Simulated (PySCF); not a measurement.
**C₂H₁₀B₂OSi: electronic excitations**

What electronic excitations should C₂H₁₀B₂OSi (`B[SiH2]BCOC`) show?

The runs use PySCF 2.14.0, with density-fitted response routines of our own; the level of theory stands in each step. All values are computed, except where a source is named. Atoms are numbered from 0 throughout.

## Step 1: The starting structure

16 atoms, charge 0, multiplicity 1; geometry from: GFN2-xTB.

Bonds of the start (Å): B0–Si1 1.99, Si1–B2 1.94, B2–C3 1.59, C3–O4 1.44, O4–C5 1.41, B0–H6 1.19, B0–H7 1.19, Si1–H8 1.48, Si1–H9 1.48, B2–H10 1.17, C3–H11 1.10, C3–H12 1.10, C5–H13 1.09, C5–H14 1.10, C5–H15 1.09.

## Step 2: TDDFT and polarisability: wB97X-D/def2-SVPD

What the job is given:

```
{"job": {"kind": "uv", "xc": "wB97X-D", "basis": "def2-SVPD", "nstates": 8, "ntriplets": 3}, "charge": 0, "multiplicity": 1}
B      0.705357     0.888784    -0.692603
Si     2.018205    -0.562696    -0.307645
B      0.962703    -1.053948     1.249989
C     -0.529544    -0.591924     0.972503
O     -0.618339    -0.044947    -0.359399
C     -1.854652     0.581825    -0.623150
H      0.565966     1.207016    -1.826431
H      0.673825     1.814922     0.059956
H      1.988733    -1.583583    -1.382189
H      3.466410    -0.365825    -0.099326
H      1.242509    -1.303207     2.359172
H     -0.834190     0.186612     1.690362
H     -1.271364    -1.397870     1.057224
H     -1.837720     0.924103    -1.656520
H     -2.014856     1.444146     0.034347
H     -2.670641    -0.134465    -0.487699
```

With the program's defaults for keys left out, this is: TDDFT wB97X-D/def2-SVPD, vertical, gas phase, core orbitals frozen in the response.

Launch:

```
> OMP_NUM_THREADS=1 python probes_run.py task.json out
```

The driver reads the jobs from task.json and runs them one after another.

What will the session give for the following? lowest singlet (wB97X-D/def2-SVPD); brightest single state of those computed; lowest triplet; surface potential, 1st and 99th percentile. Wanted: lowest singlet; brightest single state of those computed; lowest triplet; surface potential, 1st and 99th percentile.

**Answer**, as computed:

| quantity | value |
| --- | --- |
| lowest singlet (wB97X-D/def2-SVPD) | 3.75 eV (331 nm), f = 0.024 |
| brightest single state of those computed | state 8, 7.26 eV, f = 0.134 |
| lowest triplet | 3.03 eV |
| surface potential, 1st and 99th percentile | -0.94 V and 1.46 V |

The lowest singlet, at 3.75 eV, is HOMO→LUMO 0.91 and is weak; of the 8 states computed, the strongest absorption comes from state 8 at 7.26 eV (the last computed, so partners may be missing). The lowest triplet lies 0.72 eV below the lowest singlet (triplets in Tamm-Dancoff, singlets in full TDDFT).
